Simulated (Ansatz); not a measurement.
# GeH4O + HCl: a complex and its separated parts, part 2 of 2

Ansatz 0.2.0, Gaussian basis. The steps go on from the part before.

## (14) wB97X-V/def2-TZVPP

The inputs:

parta/in.yaml

```yaml
crystal:
  periodic: [false, false, false]
  atoms:
    - {symbol: Ge, position_ang: [-0.671144, -0.697806, 0.575380]}
    - {symbol: O, position_ang: [0.205424, 0.815794, 0.229815]}
    - {symbol: H, position_ang: [-1.888295, -0.825593, -0.361126]}
    - {symbol: H, position_ang: [0.357539, -1.800018, 0.310032]}
    - {symbol: H, position_ang: [-1.142791, -0.708650, 2.042439]}
    - {symbol: H, position_ang: [-0.338267, 1.595412, 0.359321]}
basis:
  gaussian: {orbitals: def2-TZVPP}
hamiltonian: {xc: {name: wB97X-V}}
```

partb/in.yaml

```yaml
crystal:
  periodic: [false, false, false]
  atoms:
    - {symbol: H, position_ang: [1.345449, 0.845654, -1.075004]}
    - {symbol: Cl, position_ang: [2.132185, 0.775205, -2.080857]}
basis:
  gaussian: {orbitals: def2-TZVPP}
hamiltonian: {xc: {name: wB97X-V}}
```

Each run has its own folder and the same command.

Run with:

```
$ ansatz run in.yaml --threads 4 --pin off --events-out ev --progress --plain --max-ram 9574MiB
```

parta printed, shortened:

```text
Functional definition: wB97X-V
  name "wB97X-V"
  cite "Mardirossian & Head-Gordon, Phys. Chem. Chem. Phys. 16, 9904 (2014) doi:10.1039/C3CP54374A"
  cite "Becke, J. Chem. Phys. 107, 8554 (1997) doi:10.1063/1.475007"
  cite "Vydrov & Van Voorhis, J. Chem. Phys. 133, 244103 (2010) doi:10.1063/1.3521275"
[...]
      + integral(e_c_pw_opposite_spin*poly(b97_u_opposite, cos0, cos1)) + vv10(b, c)
776 factors; their error is unknown
175 factors; integrals over basis functions are off by at most 6.2e-6 eV
[...]
mean field -58625.81314844 eV, -2154.4588952016 hartree, gradient 2.2e-5 eV, S^2 0.000000; 0 other end points of the search recorded, 0 dependent functions left out
reference -58625.81314683 eV, -2154.4588951427 hartree; 22, 22 occupied and 113, 113 virtual orbitals, 776 factors
Total energy: -58625.81314683 eV, -2154.4588951427 hartree
```

Log of partb, shortened:

```text
[... 5 set-up lines as earlier in the session ...]
[...]
      + integral(e_c_pw_opposite_spin*poly(b97_u_opposite, cos0, cos1)) + vv10(b, c)
369 factors; their error is unknown
61 factors; integrals over basis functions are off by at most 9.0e-5 eV
[...]
mean field -12537.61272174 eV, -460.7487692248 hartree, gradient 5.7e-5 eV, S^2 0.000000; 0 other end points of the search recorded, 0 dependent functions left out
reference -12537.61272079 eV, -460.7487691899 hartree; 9, 9 occupied and 47, 47 virtual orbitals, 369 factors
Total energy: -12537.61272079 eV, -460.7487691899 hartree
```

They took 2.2 s (parta), 0.4 s (partb) on 4 threads of Arm Neoverse V1, shared host.

## (15) wB97M-V/def2-TZVPP

Each input of step 14 (parta, partb) changes in the same lines:

```diff
-hamiltonian: {xc: {name: wB97X-V}}
+hamiltonian: {xc: {name: wB97M-V}}
```

Each run has its own folder and the same command.

Run with:

```
$ ansatz run in.yaml --threads 4 --pin off --events-out ev --progress --plain --max-ram 9574MiB
```

parta printed, shortened:

```text
Functional definition: wB97M-V
  name "wB97M-V"
  cite "Mardirossian & Head-Gordon, J. Chem. Phys. 144, 214110 (2016) doi:10.1063/1.4952647"
[... 2 set-up lines as earlier in the session ...]
  # Of w^i u^j: cxij and so on, Table III.
[...]
  gx(w, u) = 1 - cx + cx01*u + cx10*w
[...]
      + integral(e_c_pw_mod_opposite_spin*gos(b97_w_opposite, b97_u_opposite)) + vv10(b, c)
773 factors; their error is unknown
175 factors; integrals over basis functions are off by at most 6.2e-6 eV
[...]
mean field -58627.54740712 eV, -2154.5226280327 hartree, gradient 1.5e-5 eV, S^2 0.000000; 0 other end points of the search recorded, 0 dependent functions left out
reference -58627.54744590 eV, -2154.5226294580 hartree; 22, 22 occupied and 113, 113 virtual orbitals, 773 factors
Total energy: -58627.54744590 eV, -2154.5226294580 hartree
```

partb printed, shortened:

```text
[... 5 set-up lines as earlier in the session ...]
  # Of w^i u^j: cxij and so on, Table III.
[...]
  gx(w, u) = 1 - cx + cx01*u + cx10*w
[...]
      + integral(e_c_pw_mod_opposite_spin*gos(b97_w_opposite, b97_u_opposite)) + vv10(b, c)
369 factors; their error is unknown
61 factors; integrals over basis functions are off by at most 9.0e-5 eV
[...]
mean field -12538.73838554 eV, -460.7901366065 hartree, gradient 5.6e-5 eV, S^2 0.000000; 0 other end points of the search recorded, 0 dependent functions left out
reference -12538.73840859 eV, -460.7901374534 hartree; 9, 9 occupied and 47, 47 virtual orbitals, 369 factors
Total energy: -12538.73840859 eV, -460.7901374534 hartree
```

They took 2.5 s (parta), 0.45 s (partb) on 4 threads of Arm Neoverse V1, shared host.

## (16) B2PLYP/def2-TZVPP

Each input of step 15 (parta, partb) changes in the same lines:

```diff
-hamiltonian: {xc: {name: wB97M-V}}
+hamiltonian: {xc: {name: B2PLYP}}
```

Each run has its own folder and the same command.

Run with:

```
$ ansatz run in.yaml --threads 4 --pin off --events-out ev --progress --plain --max-ram 9574MiB
```

Log of parta, shortened:

```text
Functional definition: B2PLYP
  name "B2PLYP"
  cite "Grimme, J. Chem. Phys. 124, 034108 (2006) doi:10.1063/1.2148954"
[... 2 set-up lines as earlier in the session ...]
[...]
824 factors; integrals over basis functions are off by at most 7.9e-4 eV
[...]
mean field -58615.71823069 eV, -2154.0879138170 hartree, gradient 7.1e-6 eV, S^2 0.000000; 0 other end points of the search recorded, 0 dependent functions left out
10 core orbitals not correlated: weight in the atoms' cores, before any rotation towards them, 1.000 or more for the frozen orbitals, at most 0.000 for the correlated occupied ones
reference -58615.71836986 eV, -2154.0879189313 hartree; 12, 12 occupied and 113, 113 virtual orbitals, 824 factors
second order -16.86066977 eV of doubles, -0.00000000 eV of singles
Total energy: -58620.27075069 eV, -2154.2552158414 hartree
```

partb printed, shortened:

```text
[... 5 set-up lines as earlier in the session ...]
[...]
322 factors; integrals over basis functions are off by at most 1.4e-3 eV
[...]
mean field -12534.13734008 eV, -460.6210513044 hartree, gradient 9.7e-6 eV, S^2 0.000000; 0 other end points of the search recorded, 0 dependent functions left out
5 core orbitals not correlated: weight in the atoms' cores, before any rotation towards them, 1.000 or more for the frozen orbitals, at most 0.000 for the correlated occupied ones
reference -12534.13743684 eV, -460.6210548602 hartree; 4, 4 occupied and 47, 47 virtual orbitals, 322 factors
second order -6.68496195 eV of doubles, -0.00000000 eV of singles
Total energy: -12535.94237656 eV, -460.6873851718 hartree
```

Wall times: 1.3 s (parta), 0.25 s (partb) on 4 threads of Arm Neoverse V1, shared host.

## (17) PBE-QIDH/def2-TZVPP

The same edit goes into each in.yaml of step 16 (parta, partb):

```diff
-hamiltonian: {xc: {name: B2PLYP}}
+hamiltonian: {xc: {name: PBE-QIDH}}
```

One command serves all of them, each in its own folder.

Run with:

```
$ ansatz run in.yaml --threads 4 --pin off --events-out ev --progress --plain --max-ram 9574MiB
```

Log of parta, shortened:

```text
Functional definition: PBE-QIDH
  name "PBE-QIDH"
  cite "Brémond, Sancho-García, Pérez-Jiménez & Adamo, J. Chem. Phys. 141, 031101 (2014) doi:10.1063/1.4890314"
[... 1 set-up line as earlier in the session ...]
[...]
824 factors; integrals over basis functions are off by at most 7.9e-4 eV
[...]
mean field -58607.94073887 eV, -2153.8020962644 hartree, gradient 2.2e-6 eV, S^2 0.000000; 0 other end points of the search recorded, 0 dependent functions left out
10 core orbitals not correlated: weight in the atoms' cores, before any rotation towards them, 1.000 or more for the frozen orbitals, at most 0.000 for the correlated occupied ones
reference -58607.94074917 eV, -2153.8020966430 hartree; 12, 12 occupied and 113, 113 virtual orbitals, 824 factors
second order -15.65688026 eV of doubles, -0.00000000 eV of singles
Total energy: -58613.15970926 eV, -2153.9938898886 hartree
```

partb printed, shortened:

```text
[... 4 set-up lines as earlier in the session ...]
[...]
322 factors; integrals over basis functions are off by at most 1.4e-3 eV
[...]
mean field -12531.03292690 eV, -460.5069662245 hartree, gradient 2.4e-6 eV, S^2 0.000000; 0 other end points of the search recorded, 0 dependent functions left out
5 core orbitals not correlated: weight in the atoms' cores, before any rotation towards them, 1.000 or more for the frozen orbitals, at most 0.000 for the correlated occupied ones
reference -12531.03293327 eV, -460.5069664586 hartree; 4, 4 occupied and 47, 47 virtual orbitals, 322 factors
second order -6.22518057 eV of doubles, -0.00000000 eV of singles
Total energy: -12533.10799346 eV, -460.5832235140 hartree
```

They took 1.4 s (parta), 0.25 s (partb) on 4 threads of Arm Neoverse V1, shared host.

## (18) RPA on PBE/def2-TZVPP

Each input of step 17 (parta, partb) changes in the same lines:

```diff
-hamiltonian: {xc: {name: PBE-QIDH}}
+hamiltonian: {xc: pbe}
+correlation: {method: rpa}
```

One command serves all of them, each in its own folder.

Run with:

```
$ ansatz run in.yaml --threads 4 --pin off --events-out ev --progress --plain --max-ram 9574MiB
```

parta printed, shortened:

```text
[... 4 set-up lines as earlier in the session ...]
[...]
824 factors; integrals over basis functions are off by at most 7.9e-4 eV
[...]
mean field -58620.67439718 eV, -2154.2700495761 hartree, gradient 2.0e-6 eV, S^2 0.000000; 0 other end points of the search recorded, 0 dependent functions left out
10 core orbitals not correlated: weight in the atoms' cores, before any rotation towards them, 1.000 or more for the frozen orbitals, at most 0.000 for the correlated occupied ones
reference -58574.23867998 eV, -2152.5635684444 hartree; 12, 12 occupied and 113, 113 virtual orbitals, 824 factors
Total energy: -58596.50353255 eV, -2153.3817866845 hartree
```

Output in partb, shortened:

```text
[... 4 set-up lines as earlier in the session ...]
[...]
322 factors; integrals over basis functions are off by at most 1.4e-3 eV
[...]
mean field -12534.30964530 eV, -460.6273834046 hartree, gradient 3.3e-6 eV, S^2 0.000000; 0 other end points of the search recorded, 0 dependent functions left out
5 core orbitals not correlated: weight in the atoms' cores, before any rotation towards them, 1.000 or more for the frozen orbitals, at most 0.000 for the correlated occupied ones
reference -12519.65919520 eV, -460.0889892937 hartree; 4, 4 occupied and 47, 47 virtual orbitals, 322 factors
Total energy: -12529.02200454 eV, -460.4330661907 hartree
```

Wall times: 1.3 s (parta), 0.25 s (partb) on 4 threads of Arm Neoverse V1, shared host.

## (19) CCSD(T)/def2-TZVPP

Each input of step 18 (parta, partb) changes in the same lines:

```diff
-hamiltonian: {xc: pbe}
-correlation: {method: rpa}
+correlation: {method: ccsd_t}
```

The same command starts each run, in its folder.

Run with:

```
$ ansatz run in.yaml --threads 4 --pin off --events-out ev --progress --plain --max-ram 9574MiB
```

parta printed, shortened:

```text
Functional definition: HF
  name "HF"
  cite "Fock, Z. Phys. 61, 126 (1930) doi:10.1007/BF01340294"
[... 1 set-up line as earlier in the session ...]
[...]
824 factors; integrals over basis functions are off by at most 7.9e-4 eV
[...]
mean field -58575.39125320 eV, -2152.6059247290 hartree, gradient 1.3e-6 eV, S^2 0.000000; 0 other end points of the search recorded, 0 dependent functions left out
10 core orbitals not correlated: weight in the atoms' cores, before any rotation towards them, 1.000 or more for the frozen orbitals, at most 0.000 for the correlated occupied ones
reference -58575.39125320 eV, -2152.6059247290 hartree; 12, 12 occupied and 113, 113 virtual orbitals, 824 factors
second order -13.94065425 eV of doubles, -0.00000000 eV of singles
cycle   1  -13.85155515 eV  change    8.9e-2 eV  update   8.7e-2
[...]
cycle   9  -14.34461824 eV  change   -1.0e-5 eV  update   1.5e-5
perturbative correction -0.46887766 eV, -0.0172309361 hartree
Total energy: -58590.20474910 eV, -2153.1503106621 hartree
```

Output in partb, shortened:

```text
[... 4 set-up lines as earlier in the session ...]
[...]
322 factors; integrals over basis functions are off by at most 1.4e-3 eV
[...]
mean field -12519.93375042 eV, -460.0990790120 hartree, gradient 2.9e-6 eV, S^2 0.000000; 0 other end points of the search recorded, 0 dependent functions left out
5 core orbitals not correlated: weight in the atoms' cores, before any rotation towards them, 1.000 or more for the frozen orbitals, at most 0.000 for the correlated occupied ones
reference -12519.93375042 eV, -460.0990790120 hartree; 4, 4 occupied and 47, 47 virtual orbitals, 322 factors
second order -5.53927424 eV of doubles, -0.00000000 eV of singles
cycle   1  -5.96029828 eV  change   -4.2e-1 eV  update   3.9e-2
[...]
cycle   7  -6.10184782 eV  change   -6.0e-6 eV  update   7.9e-6
perturbative correction -0.21572781 eV, -0.0079278508 hartree
Total energy: -12526.25132605 eV, -460.3312456343 hartree
```

Wall times: 8 s (parta), 0.2 s (partb) on 4 threads of Arm Neoverse V1, shared host; peak memory 0.73 GiB.

## (20) Vibrations of GeH4O

File vib-parta/in.yaml:

```yaml
crystal:
  periodic: [false, false, false]
  atoms:
    - {symbol: Ge, position_ang: [-0.671144, -0.697806, 0.575380]}
    - {symbol: O, position_ang: [0.205424, 0.815794, 0.229815]}
    - {symbol: H, position_ang: [-1.888295, -0.825593, -0.361126]}
    - {symbol: H, position_ang: [0.357539, -1.800018, 0.310032]}
    - {symbol: H, position_ang: [-1.142791, -0.708650, 2.042439]}
    - {symbol: H, position_ang: [-0.338267, 1.595412, 0.359321]}
basis:
  gaussian: {orbitals: def2-TZVP}
hamiltonian: {xc: pbe0, dispersion: d4}
phonons: {temperatures: {t_min: 298.15, t_max: 900, t_step: 200}}
```

Run with:

```
$ ansatz run in.yaml --threads 4 --pin off --events-out ev --progress --plain --max-ram 9574MiB
```

What it wrote, shortened:

```text
[... 5 set-up lines as earlier in the session ...]
[...]
728 factors; their error is unknown
[...]
mean field -58622.18578818 eV, -2154.3255921710 hartree, gradient 3.5e-5 eV, S^2 0.000000; 0 other end points of the search recorded, 0 dependent functions left out
[...]
Atom 3 at     0.357539    -1.800018     0.310032 Å, force     0.000008    -0.000001    -0.000073 eV/Å
Atom 4 at    -1.142791    -0.708650     2.042439 Å, force    -0.000015     0.000091    -0.000035 eV/Å
Atom 5 at    -0.338267     1.595412     0.359321 Å, force    -0.000017     0.000121     0.000104 eV/Å
Dipole moment:    -0.294975     0.015265     0.090364 e Å
Vibrations: 173.38 614.02 631.00 706.09 867.92 870.84 887.67 945.60 2139.96 2143.07 2195.81 3902.79 cm⁻¹, zero-point energy 0.996719 eV
```

It took 18 s on 4 threads of Arm Neoverse V1, shared host.

Wavenumbers and character of the modes:

| mode | wavenumber (cm⁻¹) | character |
| --- | --- | --- |
| 1 | 173 | torsion |
| 2 | 614 | bend |
| 3 | 631 | bend |
| 4 | 706 | Ge–O stretch |
| 5 | 868 | bend |
| 6 | 871 | bend |
| 7 | 888 | bend |
| 8 | 946 | bend |
| 9 | 2140 | Ge–H stretch |
| 10 | 2143 | Ge–H stretch |
| 11 | 2196 | Ge–H stretch |
| 12 | 3903 | O–H stretch |

Vibrational sums (real modes only):

| T (K) | entropy (J/mol/K) | heat capacity (J/mol/K) |
| --- | --- | --- |
| 298 | 17.2 | 28.1 |
| 498 | 36.8 | 48.4 |
| 698 | 55.3 | 61.1 |
| 898 | 71.8 | 69.8 |

## (21) Vibrations of HCl

File vib-partb/in.yaml:

```yaml
crystal:
  periodic: [false, false, false]
  atoms:
    - {symbol: H, position_ang: [1.345449, 0.845654, -1.075004]}
    - {symbol: Cl, position_ang: [2.132185, 0.775205, -2.080857]}
basis:
  gaussian: {orbitals: def2-TZVP}
hamiltonian: {xc: pbe0, dispersion: d4}
phonons: {temperatures: {t_min: 298.15, t_max: 900, t_step: 200}}
```

Run with:

```
$ ansatz run in.yaml --threads 4 --pin off --events-out ev --progress --plain --max-ram 9574MiB
```

What it wrote, shortened:

```text
[... 5 set-up lines as earlier in the session ...]
[...]
312 factors; their error is unknown
[...]
mean field -12535.31645830 eV, -460.6643831000 hartree, gradient 4.2e-5 eV, S^2 0.000000; 0 other end points of the search recorded, 0 dependent functions left out
[...]
reference -12535.31636625 eV, -460.6643797172 hartree; 9, 9 occupied and 34, 34 virtual orbitals, 312 factors
Total energy: -12535.32105160 eV, -460.6645519007 hartree
Atom 0 at     1.345449     0.845654    -1.075004 Å, force     0.001169    -0.000105    -0.001494 eV/Å
Atom 1 at     2.132185     0.775205    -2.080857 Å, force    -0.001169     0.000105     0.001494 eV/Å
Dipole moment:    -0.161556     0.014467     0.206551 e Å
Vibrations: 2996.52 cm⁻¹, zero-point energy 0.185760 eV
```

It took 1.1 s on 4 threads of Arm Neoverse V1, shared host.

Wavenumbers and character of the modes:

| mode | wavenumber (cm⁻¹) | character |
| --- | --- | --- |
| 1 | 2997 | Cl–H stretch |

Vibrational sums (real modes only):

| T (K) | entropy (J/mol/K) | heat capacity (J/mol/K) |
| --- | --- | --- |
| 298 | 0.0 | 0.0 |
| 498 | 0.0 | 0.1 |
| 698 | 0.1 | 0.7 |
| 898 | 0.4 | 1.6 |

## (22) Complex less separated parts

The complex's own energies come from single points at the same levels.

Rows are in def2-TZVPP; times add the 3 runs of a level on a shared host, so small differences are noise.

Differences are taken before rounding.

| method | rung | complex less parts (kcal/mol) | from CCSD(T) (kcal/mol) | time |
| --- | --- | --- | --- | --- |
| SPW92 | LDA | -11.3 | -5.2 | 1.4 s |
| PBE-D4 | GGA | -8.1 | -2.0 | 2.1 s |
| BLYP-D4 | GGA | -7.6 | -1.5 | 2.1 s |
| r2SCAN-D4 | meta-GGA | -7.3 | -1.2 | 4.6 s |
| B97M-V | meta-GGA | -6.4 | -0.3 | 8.2 s |
| PBE0-D4 | hybrid | -7.5 | -1.4 | 2.8 s |
| B3LYP-D4 | hybrid | -7.4 | -1.3 | 2.7 s |
| r2SCAN0-D4 | hybrid | -7.1 | -1.0 | 5.3 s |
| BHLYP-D4 | hybrid | -7.1 | -1.0 | 2.8 s |
| CAM-B3LYP-D4 | range-separated hybrid | -7.6 | -1.4 | 3.2 s |
| wB97X-V | range-separated hybrid | -6.6 | -0.5 | 7.5 s |
| wB97M-V | range-separated hybrid | -6.6 | -0.5 | 9 s |
| B2PLYP | double hybrid | -6.2 | -0.1 | 4.7 s |
| PBE-QIDH | double hybrid | -6.6 | -0.5 | 4.8 s |
| RPA on PBE | RPA | -5.0 | +1.1 | 4.4 s |
| Hartree-Fock | wavefunction | -2.8 | +3.3 |  |
| MP2 | wavefunction | -6.9 | -0.8 |  |
| CCSD | wavefunction | -5.5 | +0.6 |  |
| CCSD(T) | wavefunction | -6.1 | 0 | 61 s |

Among the levels timed on like hardware and quicker than the yardstick, those that no quicker one beats, quickest first: SPW92 (1.4 s, -5.2 kcal/mol); PBE-D4 (2.1 s, -2.0 kcal/mol); BLYP-D4 (2.1 s, -1.5 kcal/mol); B3LYP-D4 (2.7 s, -1.3 kcal/mol); BHLYP-D4 (2.8 s, -1.0 kcal/mol); B2PLYP (4.7 s, -0.1 kcal/mol).

B2PLYP reaches 0.1 kcal/mol from the reference in 4.7 s, where CCSD(T) took 61 s; the quickest level in the cost chart, SPW92, takes 1.4 s and misses by 5.2 kcal/mol.

The complex's zero-point energy, from a separate PBE0-D4 run, is 1.250 eV.

## (23) Summary of results

This closing draws on all 2 parts.

| quantity | value |
| --- | --- |
| complex less parts, CCSD(T)/def2-TZVPP | -6.1 kcal/mol |
| with zero-point energy | -4.6 kcal/mol |
| largest T1 diagnostic | 0.011 |

**Reading.** At CCSD(T) the complex lies 6.1 kcal/mol below its parts. B2PLYP is the best functional here (-0.1 kcal/mol from CCSD(T)); SPW92 is the worst (-5.2 kcal/mol). Mean unsigned error by rung: LDA 5.2, GGA 1.7, meta-GGA 0.7, hybrid 1.1, range-separated hybrid 0.8, double hybrid 0.3 kcal/mol. PBE-D4 gives a relative energy 2.0 kcal/mol too low, outside chemical accuracy (1 kcal/mol). No counterpoise was applied, and triple zeta lacks some correlation, so the CCSD(T) reference has a basis error of its own, and close matches with it are partly luck.
